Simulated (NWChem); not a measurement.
**SnH3OF (SMILES [OH][SnH2][F]): HF/STO-3G**

Aim: the vertical singlet–triplet gap of SnH3OF at HF/STO-3G, from 2 runs. 

The results are computed with NWChem 7.3.0.

2 further runs of the same task are left out: 2 set aside as unsound or not needed.

## Step 1: Starting point

SnH3OF: 6 atoms, total charge 0, spin state singlet. SMILES: `[OH][SnH2][F]`. The coordinates come from a PBE0-D4/def2-TZVP relaxation. This is one conformer, not always the lowest.

Bond lengths: O1–Sn2 1.948 Å, Sn2–F3 1.922 Å, O1–H4 0.960 Å, Sn2–H5 1.701 Å, Sn2–H6 1.692 Å. Angles: O1–Sn2–F3 105.3°, O1–Sn2–H5 111.8°, O1–Sn2–H6 106.0°, F3–Sn2–H5 104.3°, F3–Sn2–H6 107.5°, Sn2–O1–H4 114.0°, H5–Sn2–H6 120.8°.

## Step 2: Energy and gradient at HF/STO-3G

Contents of calc.xyz:

```xyz
6

O     -1.414400    -0.333000    -0.425000
Sn     0.302300     0.255900     0.283700
F      1.409100    -1.315100     0.302100
H     -1.368600    -0.685700    -1.316700
H      1.096100     1.317100    -0.782100
H      0.017500     0.696700     1.891900
```

Contents of calc.nw:

```
start calc
memory 2200 mb

geometry units angstroms noautosym nocenter noautoz
 load format xyz calc.xyz
end

basis spherical bse
 * library STO-3G
end

scf
 thresh 1e-08
 maxiter 80
end

task scf gradient
```

The run is started by

```bash
$ nwchem calc.nw > calc.out
```

What it wrote:

```text
[...]
  functions       =    40
[...]
  wavefunction    = RHF
[...]
         Total SCF energy =  -6136.920224444840
      One-electron energy =  -9087.835045397183
      Two-electron energy =   2651.693991287713
 Nuclear repulsion energy =    299.220829664630
        Time for solution =      2.4s
[...]
                         RHF ENERGY GRADIENTS
    atom               coordinates                        gradient
                 x          y          z           x          y          z
   1 O      -2.672828  -0.629279  -0.803134   -0.000409  -0.016516  -0.038689
   2 Sn      0.571264   0.483581   0.536115   -0.008420   0.007763   0.004282
   3 F       2.662813  -2.485179   0.570886    0.010047  -0.012397  -0.000155
   4 H      -2.586279  -1.295785  -2.488202   -0.009999   0.010009   0.029917
   5 H       2.071329   2.488958  -1.477955    0.013482   0.010544  -0.018901
   6 H       0.033070   1.316572   3.575173   -0.004701   0.000597   0.023546
[...]
```

It took 4.2 s on 1 thread of AMD EPYC 9R45 (Zen 5), shared host; peak memory 0.1 GiB.

## Step 3: The triplet: the energy at UHF/STO-3G

Contents of fh3osn.xyz:

```xyz
6
FH3OSn energy
O     -1.414400    -0.333000    -0.425000
Sn     0.302300     0.255900     0.283700
F      1.409100    -1.315100     0.302100
H     -1.368600    -0.685700    -1.316700
H      1.096100     1.317100    -0.782100
H      0.017500     0.696700     1.891900
```

Contents of run.py:

```python
from ase.io import read
from ase.calculators.nwchem import NWChem

atoms = read('fh3osn.xyz')

calc = NWChem(
    label='fh3osn',
    theory='scf',
    memory='2200 mb',
    basis='STO-3G',
    basispar='spherical bse',
    scf={'nopen': '2', 'uhf': None, 'thresh': '1e-08', 'maxiter': '80'},
    task='energy',
)
atoms.calc = calc

print(f"energy = {atoms.get_potential_energy():.6f} eV")
```

The run is started by

```bash
$ export ASE_NWCHEM_COMMAND="nwchem PREFIX.nwi > PREFIX.nwo"
$ python run.py
```

What it wrote:

```text
energy = -166987.737338 eV
```

The calculator wrote fh3osn.nwi:

```
title "fh3osn"

permanent_dir fh3osn

scratch_dir fh3osn

start fh3osn

geometry units angstrom nocenter noautosym noautoz
  O  -1.4144000000000001e+00 -3.3300000000000002e-01 -4.2499999999999999e-01
  Sn 3.0230000000000001e-01 2.5590000000000002e-01 2.8370000000000001e-01
  F  1.4091000000000000e+00 -1.3150999999999999e+00 3.0209999999999998e-01
  H  -1.3686000000000000e+00 -6.8569999999999998e-01 -1.3167000000000000e+00
  H  1.0961000000000001e+00 1.3170999999999999e+00 -7.8210000000000002e-01
  H  1.7500000000000002e-02 6.9669999999999999e-01 1.8918999999999999e+00
end

memory 2200 mb

basis spherical bse noprint
   * library STO-3G
end

scf
  nopen 2
  uhf
  thresh 1e-08
  maxiter 80
end

task scf energy
```

fh3osn.nwo:

```text
Northwest Computational Chemistry Package (NWChem) 7.3.0
             --------------------------------------------------------

           Job information
           ---------------

    nwchem branch   = 7.3.0
    use scalapack   = T
    input           = fh3osn.nwi
    prefix          = fh3osn.
    data base       = fh3osn/fh3osn.db
    status          = startup
    nproc           =        1

           Memory information
           ------------------

    heap     =     72089600 doubles =      550.0 Mbytes
    stack    =     72089597 doubles =      550.0 Mbytes
    global   =    144179200 doubles =     1100.0 Mbytes (distinct from heap & stack)
    total    =    288358397 doubles =     2200.0 Mbytes
    verify   = yes
    hardfail = no

           Directory information
           ---------------------

  0 permanent = fh3osn
  0 scratch   = fh3osn

[... 33 lines left out ...]
            Nuclear Dipole moment (a.u.)
[... 83 lines left out ...]
 1-e energy   =   -9094.556215
[... 7 lines left out ...]
         Quadratically convergent UHF
[... 16 lines left out ...]
       Final UHF  results
[... 3 lines left out ...]
      One electron energy =  -9090.237535644475
[... 1 line left out ...]
 Nuclear repulsion energy =    299.220829664630
[... 52 lines left out ...]
          Final beta eigenvalues
[... 213 lines left out ...]
                     UHF Final Beta Molecular Orbital Analysis
[... 210 lines left out ...]
   Mulliken analysis of the spin density
   -------------------------------------

    Atom       Charge   Shell Charges
 -----------   ------   -------------------------------------------------------
    1 O    8     1.18   0.00  0.07  1.11
    2 Sn  50     0.76   0.00  0.00 -0.00  0.00  0.00 -0.00  0.00  0.23  0.53  0.00  0.00
    3 F    9    -0.00   0.00  0.00 -0.00
    4 H    1     0.04   0.04
    5 H    1     0.04   0.04
    6 H    1    -0.01  -0.01

       Multipole analysis of the density wrt the origin
       ------------------------------------------------

     L   x y z        total         alpha         beta         nuclear
     -   - - -        -----         -----         ----         -------
     0   0 0 0     -0.000000    -36.000000    -34.000000     70.000000

     1   1 0 0     -1.013163    -14.179516    -17.497664     30.664017
[... 8 lines of this table left out ...]
     2   0 0 2    -24.983968    -35.977855    -32.627839     43.621726

 Task  times  cpu:        5.7s     wall:        5.7s
 Total times  cpu:        5.7s     wall:        5.7s
```

Wall time 6.6 s (1 thread of AMD EPYC 9R45 (Zen 5), shared host); peak memory 0.099 GiB.

## Step 4: What came out

At HF/STO-3G:

| quantity | value |
| --- | --- |
| singlet: total energy | -6136.92022 Eh |
| singlet: dipole moment | 1.71 D |
| singlet: HOMO energy | -8.85 eV |
| singlet: LUMO energy | 10.38 eV |
| singlet: HOMO–LUMO gap | 19.23 eV |
| singlet: largest force on an atom | 2.163 eV/Å |
| triplet: total energy | -6136.68621 Eh |
| triplet: dipole moment | 3.08 D |
| triplet: HOMO energy (highest over α and β) | 0.10 eV |
| triplet: LUMO energy (lowest over α and β) | 6.02 eV |
| triplet: ⟨S²⟩ | 2.004 |
| vertical energy of the triplet above the singlet | 6.368 eV |

**Reading.** At this shape the triplet lies 6.37 eV (147 kcal/mol) above the singlet. The largest force (singlet) is 2.16 eV/Å: the shape isn't a stationary point for this species at this level. In a minimal basis such a difference can be off by several eV, whatever the method. Relativity is left out (singlet) although the molecule holds a heavy atom. Mulliken charges (triplet) run from -0.36 on F3 to +0.66 on Sn2; they depend strongly on the basis. Relativity is left out (triplet) although the molecule holds a heavy atom.
